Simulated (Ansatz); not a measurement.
**GeAsH3 (singlet): PBE, r2SCAN, PBE0, B3LYP, wB97M-V, B2PLYP, RPA-PBE over vertical spin and charge gaps, cc-pVDZ**

Aim: run GeAsH3 (singlet) with these functionals over vertical spin and charge gaps, and hold them against the top wave-function level at the same points.

The runs use Ansatz 0.2.0, Gaussian basis; cc-pVDZ, all electrons in the functionals, frozen cores in the correlation of double hybrids and RPA.

The runs, in order: PBE, r2SCAN, PBE0, B3LYP, wB97M-V, B2PLYP, RPA-PBE, at charge 0, singlet; charge 0, triplet; charge 1, doublet.

4 further runs of the same task are left out: 4 set aside as unsound or not needed.

## (1) What is computed

The geometry is a PBE0/def2-TZVP stationary point (not a proven minimum). No spin-orbit coupling is included. The filled d shell of Ge, As may be among the frozen orbitals whatever the setting's name suggests; the logs give the count.

5 atoms, charge 0, spin multiplicity 1.

Atoms are counted from 1 here; the program's logs count them from 0.

Bond lengths: Ge1–As2 2.224 Å, Ge1–H3 1.535 Å, Ge1–H4 1.535 Å, As2–H5 1.527 Å. Angles: As2–Ge1–H3 126.7°, As2–Ge1–H4 122.0°, H3–Ge1–H4 111.3°, Ge1–As2–H5 89.5°.

No dispersion term is added; wB97M-V holds VV10 nonlocal correlation. B3LYP takes the VWN-RPA correlation.

The geometry shown and the zero of energy belong to the point charge 0, singlet. The yardstick, UCCSDT(Q), and other wave-function levels (R restricted, U unrestricted, valence and pair active spaces) come from earlier runs.

## (2) PBE, charge 0, singlet

in.yaml

```yaml
crystal:
  periodic: [false, false, false]
  atoms:
    - {symbol: Ge, position_ang: [0.000000, 0.013038, 1.109668]}
    - {symbol: As, position_ang: [0.000000, -0.032616, -1.113827]}
    - {symbol: H, position_ang: [0.000000, 1.262112, 2.002050]}
    - {symbol: H, position_ang: [0.000000, -1.271440, 1.950143]}
    - {symbol: H, position_ang: [0.000000, 1.494075, -1.131152]}
basis:
  gaussian: {orbitals: cc-pVDZ}
magnetization: {spin_polarized: true, initial_magnetization: 0}
hamiltonian: {xc: {name: PBE}}
output: {orbitals: {seedname: orbitals}}
```

Launch:

```sh
ansatz run in.yaml --threads 1 --pin off --events-out ev --progress --plain --max-ram 4096MiB --backend cpu
```

The runs that follow: PBE, charge 0, triplet; PBE, charge 1, doublet; r2SCAN, charge 0, singlet; r2SCAN, charge 0, triplet; r2SCAN, charge 1, doublet; PBE0, charge 0, singlet; PBE0, charge 0, triplet; PBE0, charge 1, doublet; B3LYP, charge 0, singlet; B3LYP, charge 0, triplet; B3LYP, charge 1, doublet; wB97M-V, charge 0, singlet; wB97M-V, charge 0, triplet; wB97M-V, charge 1, doublet; B2PLYP, charge 0, singlet; B2PLYP, charge 0, triplet; B2PLYP, charge 1, doublet; RPA-PBE, charge 0, singlet; RPA-PBE, charge 0, triplet; RPA-PBE, charge 1, doublet.

Before running them: what should the planned runs give, taken together? Wanted: singlet to triplet, UCCSDT(Q); ionisation to the doublet cation, UCCSDT(Q); largest miss, PBE; largest miss, r2SCAN; largest miss, PBE0; largest miss, B3LYP; largest miss, wB97M-V; largest miss, B2PLYP; largest miss, RPA-PBE.

The runs gave:

```
                                   quantity                                             value
              singlet to triplet, UCCSDT(Q)                                     48.3 kcal/mol
ionisation to the doublet cation, UCCSDT(Q)                                    195.5 kcal/mol
                          largest miss, PBE  +3.0 kcal/mol (ionisation to the doublet cation)
                       largest miss, r2SCAN                -4.7 kcal/mol (singlet to triplet)
                         largest miss, PBE0                -3.9 kcal/mol (singlet to triplet)
                        largest miss, B3LYP  +2.8 kcal/mol (ionisation to the doublet cation)
                      largest miss, wB97M-V                -4.2 kcal/mol (singlet to triplet)
                       largest miss, B2PLYP  +0.6 kcal/mol (ionisation to the doublet cation)
                      largest miss, RPA-PBE  +2.1 kcal/mol (ionisation to the doublet cation)
                     largest miss, RCCSD(T)  -0.2 kcal/mol (ionisation to the doublet cation)
                     largest miss, UCCSD(T)                -0.3 kcal/mol (singlet to triplet)
```

In words: Of the functionals, B2PLYP keep the smallest largest miss at the points compared (at most 0.6 kcal/mol) and r2SCAN strays most (4.7 kcal/mol, at singlet to triplet). Functionals and the yardstick converge differently with the basis, so part of each miss in cc-pVDZ is the basis.
